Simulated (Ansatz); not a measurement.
# TaCl₃F₂: up Jacob's ladder to CCSD(T)

An exercise on one series of results from a longer session: the logs are not shown, and one member is left open.

Method: functionals in def2-TZVPP, the program's frozen cores in correlated methods; program: Ansatz 0.2.0, Gaussian basis.

Plan: LDA (SPW92), PBE-D4, revPBE-D4, BLYP-D4, r2SCAN-D4, B97M-V, PBE0-D4, B3LYP-D4, r2SCANh-D4, r2SCAN0-D4, HSE06-D4, BHLYP-D4, CAM-B3LYP-D4, LC-ωPBE, ωB97X-V, ωB97M-V, B2PLYP, PBE-QIDH; CCSD(T)/def2-SVP; CCSD(T)/def2-TZVPP; MP2/def2-QZVPP; extrapolation to the limit; RPA on PBE.

### Structure used throughout

The geometry comes from an earlier relaxation with PBE0-D4 in a triple-zeta def2 set; it is a stationary point. Ta takes the def2 core potential; no spin-orbit term is included.

SMILES `[F][Ta]([F])([Cl])([Cl])[Cl]`, 6 atoms, charge 0, spin multiplicity 1.

Atoms are counted from 1 here; the program's logs count them from 0.

Bond lengths: F1–Ta2 1.847 Å, Ta2–F3 1.875 Å, Ta2–Cl4 2.271 Å, Ta2–Cl5 2.319 Å, Ta2–Cl6 2.271 Å. Angles: F1–Ta2–F3 86.4°, F1–Ta2–Cl4 121.7°, F1–Ta2–Cl5 88.5°, F1–Ta2–Cl6 121.7°, F3–Ta2–Cl4 90.1°, F3–Ta2–Cl5 174.9°, F3–Ta2–Cl6 90.1°, Cl4–Ta2–Cl5 92.6°, Cl4–Ta2–Cl6 116.5°, Cl5–Ta2–Cl6 92.6°.

Set-up of the first run:

Contents of in.yaml:

```yaml
crystal:
  periodic: [false, false, false]
  atoms:
    - {symbol: F, position_ang: [1.702678, 0.197540, -0.856429]}
    - {symbol: Ta, position_ang: [0.080745, -0.035984, -0.003416]}
    - {symbol: F, position_ang: [0.979790, -1.237264, 1.120457]}
    - {symbol: Cl, position_ang: [-1.361120, -1.680781, -0.614116]}
    - {symbol: Cl, position_ang: [-0.850567, 1.479578, -1.491919]}
    - {symbol: Cl, position_ang: [-0.509526, 1.212912, 1.799221]}
basis:
  gaussian: {orbitals: def2-TZVPP}
hamiltonian: {xc: lda}
output: {orbitals: {seedname: orbitals}}
```

Steps of the session up to this table: LDA; PBE-D4 (GGA); revPBE-D4 (GGA); BLYP-D4 (GGA); r2SCAN-D4 (meta-GGA); B97M-V (meta-GGA); PBE0-D4 (hybrid); B3LYP-D4 (hybrid); r2SCANh-D4 (hybrid); r2SCAN0-D4 (hybrid); HSE06-D4 (hybrid); BHLYP-D4 (hybrid); CAM-B3LYP-D4 (range-separated); LC-ωPBE-D4 (range-separated; the results give it without D4); ωB97X-V (range-separated); ωB97M-V (range-separated); B2PLYP (double hybrid); PBE-QIDH (double hybrid).

One table of the session follows, with a row left open; its other results are not shown here.

It belongs to the step «Frontier levels by functional». 

| functional | HOMO (eV) | LUMO (eV) | gap (eV) |
| --- | --- | --- | --- |
| LDA (SPW92) | -8.26 | -4.30 | 3.96 |
| PBE-D4 | -8.08 | -4.06 | 4.02 |
| revPBE-D4 | -8.01 | -3.98 | 4.04 |
| BLYP-D4 | -7.90 | -3.93 | 3.97 |
| r2SCAN-D4 | ? | ? | ? |
| B97M-V | -8.55 | -3.97 | 4.57 |
| PBE0-D4 | -9.48 | -3.39 | 6.09 |
| B3LYP-D4 | -9.19 | -3.58 | 5.62 |
| r2SCANh-D4 | -8.98 | -3.77 | 5.20 |
| r2SCAN0-D4 | -9.74 | -3.36 | 6.38 |
| HSE06-D4 | -9.08 | -3.77 | 5.32 |
| BHLYP-D4 | -10.73 | -2.51 | 8.21 |
| CAM-B3LYP-D4 | -10.81 | -2.32 | 8.48 |
| LC-ωPBE | -12.21 | -1.22 | 11.00 |
| ωB97X-V | -11.83 | -1.27 | 10.56 |
| ωB97M-V | -11.66 | -1.29 | 10.38 |

Estimate the missing values for r2SCAN-D4.

Worked estimate for «HOMO (eV)». Against the share of exact exchange, r2SCANh-D4 (0.1, -8.98), r2SCAN0-D4 (0.25, -9.74) give a slope of -5.07 per unit share; at 0 the line stands at -8.47.

**Answer.** HOMO (eV): -8.47; LUMO (eV): -4.04; gap (eV): 4.43. In «HOMO (eV)» the line misses by 0.00.
